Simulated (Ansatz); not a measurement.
# TaSbSe in Ansatz: the effect of strain

TaSbSe:

```
Ta Sb Se
1.0
     3.48443    0.00000    0.00000
     0.00000    3.48443    0.00000
     0.00000    0.00000    5.63455
Ta Sb Se
1 1 1
Direct
  0.00000 0.00000 0.00000
  0.00000 0.00000 0.50000
  0.50000 0.50000 0.00000
```

The cell was built by a generator and needn't be a form met in nature.

The cell isn't the ideal one: strained by -4 %.

Alike in all runs:

| Property | Result |
| --- | --- |
| Program | Ansatz 0.2.0 |
| Task | relaxation of the atoms |
| Functional | PBE |
| Potentials or basis | Ansatz PAW |
| Cutoff | 420 eV (not typed: the program's choice for these potentials) |
| k mesh | 7 × 7 × 5 |
| Occupations | fermi-dirac, width 0.05 eV |
| Spin | no spin polarisation |

Each run relaxes the cell or the atoms first.

**Question.** One run gave: pressure -3.4 GPa. Which strain did it use?
A. 0.04
B. -0.04
C. 0.02

**Answer.** C.

```tsv
strain	pressure (GPa)
-0.04	9.8
0.02	-3.4
0.04	-6.0
```

Caveats: the relaxation stopped at its first step, so nothing moved; the thresholds are loose for stress.
